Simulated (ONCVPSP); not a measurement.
**Platinum: generating and testing an ONCV potential**

Task: generate the file, and judge it by its errors in other configurations, its logarithmic derivatives, its ghosts and its cutoff.

Program: ONCVPSP 4.0.1.1 (patched build). Reference atom: PBE, scalar-relativistic, spherical and spin-unpolarised. All values are calculated.

**1. The atom and the settings**

The settings as typed:

| Quantity | Value |
| --- | --- |
| element | platinum (Pt, Z = 78) |
| type | optimised norm-conserving Vanderbilt (ONCV) |
| frozen core | [Kr] 4d10 |
| valence charge | 32 |
| reference configuration | 4f14 5s2 5p6 5d9 6s1 |
| partial waves | 5s+6s: rc 1.60 bohr, ncon 5, nbas 8, qcut 9.8 1/bohr, 2 projectors; 5p: rc 1.75 bohr, ncon 4, nbas 8, qcut 8.4 1/bohr, 1 projector; 5d: rc 1.45 bohr, ncon 4, nbas 7, qcut 6.4 1/bohr, 1 projector; 4f: rc 0.70 bohr, ncon 3, nbas 7, qcut 24.4 1/bohr, 2 projectors, debl 0.9 Ha |
| local potential | polynomial inside 0.55 bohr (lpopt 5, dvloc0 6 Ha) |
| core correction | not asked for |

The outer shells as boxes (Hund's rule for the drawing; the calculation is spin-unpolarised):

```
[Kr] core
4d [↑↓][↑↓][↑↓][↑↓][↑↓]
4f [↑↓][↑↓][↑↓][↑↓][↑↓][↑↓][↑↓]
5s [↑↓]
5p [↑↓][↑↓][↑↓]
5d [↑↓][↑↓][↑↓][↑↓][↑ ]
6s [↑ ]
```

The nodes and maxima of the atom's own shells, from an earlier all-electron run, set the scale for the radii.

All-electron outer shells of the reference configuration (PBE, scalar-relativistic, ld1.x):

| shell | level (eV) | outermost node (bohr) | outermost maximum (bohr) |
| --- | --- | --- | --- |
| 4d | -306.83 | 0.20 | 0.42 |
| 5s | -101.82 | 0.49 | 0.87 |
| 4f | -70.08 | – | 0.38 |
| 5p | -56.02 | 0.53 | 0.98 |
| 5d | -6.14 | 0.57 | 1.26 |
| 6s | -5.66 | 1.14 | 2.38 |
| 6p | -0.84 | 1.36 | 3.69 |

**2. Generation**

Contents of Pt.dat:

```
# ATOM AND REFERENCE CONFIGURATION
# atsym  z   nc   nv     iexc    psfile
  Pt 78.00    9    5        4      upf
#
#   n    l    f
    1    0    2.00
    2    0    2.00
    2    1    6.00
    3    0    2.00
    3    1    6.00
    3    2   10.00
    4    0    2.00
    4    1    6.00
    4    2   10.00
    4    3   14.00
    5    0    2.00
    5    1    6.00
    5    2    9.00
    6    0    1.00
#
# PSEUDOPOTENTIAL AND OPTIMIZATION
# lmax
    3
#
#   l,   rc,      ep,       ncon, nbas, qcut
    0    1.60    0.00    5    8    9.80
    1    1.75    0.00    4    8    8.40
    2    1.45    0.00    4    7    6.40
    3    0.70    0.00    3    7   24.40
#
# LOCAL POTENTIAL
# lloc, lpopt,  rc(5),   dvloc0
    4    5    0.55    6.00
#
# VANDERBILT-KLEINMAN-BYLANDER PROJECTORs
# l, nproj, debl
    0    2    1.90
    1    1    1.30
    2    1    1.20
    3    2    0.90
#
# MODEL CORE CHARGE
# icmod, fcfact, rcfact
    0    0.00    0.00
#
# LOG DERIVATIVE ANALYSIS
# epsh1, epsh2, depsh
   -5.00    5.00    0.04
#
# OUTPUT GRID
# rlmax, drl
    6.00    0.01
#
# TEST CONFIGURATIONS
# ncnf
    4
# nvcnf
#   n    l    f
    5
    4    3   14.00
    5    0    2.00
    5    1    6.00
    5    2    9.00
    6    0    0.00
#
    5
    4    3   14.00
    5    0    2.00
    5    1    6.00
    5    2    8.00
    6    0    0.00
#
    5
    4    3   14.00
    5    0    2.00
    5    1    6.00
    5    2    7.00
    6    0    0.00
#
    6
    4    3   14.00
    5    0    2.00
    5    1    6.00
    5    2    8.00
    6    0    1.00
    6    1    1.00
#
```

Launch:

```console
$ oncvpsp.x < Pt.dat > Pt.out
```

Q: Predict the outcome of this session. Wanted: cutoffs for 1 and 0.1 mHa per electron, occupied waves; bound ghosts; GHOST(+) flags; configuration tests; largest phase difference near zero energy, channels read; projector energies reset by the program.

The runs gave:

```
                                                quantity                                             value
  cutoffs for 1 and 0.1 mHa per electron, occupied waves                                 256 Ha and 278 Ha
                                            bound ghosts  s at -1189.10 eV, p at -411.18 eV, d at -9.00 eV
                                          GHOST(+) flags                                none at low energy
                                     configuration tests                       no usable energy difference
largest phase difference near zero energy, channels read                                         3.129 rad
                 projector energies reset by the program                               f: -2.575, 0.250 Ha
```

What this shows: It has a bound ghost (s, p, d), a state that the atom doesn't have, and that rules the file out. Of the tests 4 gave no usable energy difference, which is a warning in itself. The potential is very hard: the looser tolerance needs 256 Ha. At the looser tolerance the 4f wave is the slowest; 5s needs 34 Ha. Near zero energy the largest phase difference among the channels read is 3.13 rad, in the d channel. A step near π is an extra or missing state, not a misfit of shape. The pseudo curves have a pole with no partner nearby in the atom's: d at -0.35 Ha.
